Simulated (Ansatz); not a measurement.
# CH6GeOS: the cost of one run

Program: Ansatz 0.2.0, Gaussian basis. Level of theory: functionals in def2-TZVPP, the program's frozen cores in correlated methods. These are calculated values, not measurements.

The runs, in order: PBE-D4, r2SCAN-D4, PBE0-D4, B3LYP-D4, ωB97X-V, ωB97M-V, B2PLYP; CCSD(T)/def2-TZVPP; MP2/def2-QZVPP; extrapolation to the limit.

## (1) The relaxed structure

All runs share one geometry, relaxed beforehand with PBE0-D4 in a triple-zeta def2 set.

SMILES `C[O][GeH2][SH]`, 10 atoms, charge 0, spin multiplicity 1.

Atoms are counted from 1 here; the program's logs count them from 0.

Bond lengths: C1–O2 1.408 Å, C1–H5 1.092 Å, C1–H6 1.099 Å, C1–H7 1.098 Å, O2–Ge3 1.779 Å, Ge3–S4 2.202 Å, Ge3–H8 1.541 Å, Ge3–H9 1.538 Å, S4–H10 1.343 Å. Angles: O2–C1–H5 107.9°, O2–C1–H6 112.3°, O2–C1–H7 112.2°, H5–C1–H6 108.0°, H5–C1–H7 108.0°, H6–C1–H7 108.2°, C1–O2–Ge3 117.6°, O2–Ge3–S4 107.3°, O2–Ge3–H8 107.5°, O2–Ge3–H9 110.3°, S4–Ge3–H8 112.3°, S4–Ge3–H9 107.0°, H8–Ge3–H9 112.4°, Ge3–S4–H10 93.8°.

Geometry (Å):

```
C    -1.0381   -0.4197    1.2767
O    -0.8292   -0.0880   -0.0755
Ge    0.8484   -0.0578   -0.6655
S     0.8069    0.7556   -2.7111
H    -2.1029   -0.3033    1.4907
H    -0.4806    0.2374    1.9584
H    -0.7588   -1.4587    1.4967
H     1.6634    0.8269    0.2981
H     1.4060   -1.4882   -0.7603
H     0.4849    1.9958   -2.3082
```

## (2) PBE-D4 (GGA)

File in.yaml:

```yaml
crystal:
  periodic: [false, false, false]
  atoms:
    - {symbol: C, position_ang: [-1.038139, -0.419683, 1.276718]}
    - {symbol: O, position_ang: [-0.829178, -0.088018, -0.075503]}
    - {symbol: Ge, position_ang: [0.848440, -0.057842, -0.665528]}
    - {symbol: S, position_ang: [0.806938, 0.755619, -2.711060]}
    - {symbol: H, position_ang: [-2.102935, -0.303304, 1.490707]}
    - {symbol: H, position_ang: [-0.480649, 0.237364, 1.958403]}
    - {symbol: H, position_ang: [-0.758817, -1.458679, 1.496676]}
    - {symbol: H, position_ang: [1.663403, 0.826926, 0.298061]}
    - {symbol: H, position_ang: [1.406033, -1.488214, -0.760297]}
    - {symbol: H, position_ang: [0.484904, 1.995831, -2.308166]}
basis:
  gaussian: {orbitals: def2-TZVPP}
hamiltonian: {xc: pbe, dispersion: d4}
output: {forces: true, orbitals: {seedname: orbitals}}
```

Command:

```bash
$ ansatz run in.yaml --threads 2 --pin off --events-out ev --progress --plain --max-ram 22528MiB --backend cpu
```

What time and memory should one allow on 2 threads of AMD EPYC 7R13, shared host?

About 3.3 s, with a peak of 0.35 GiB.
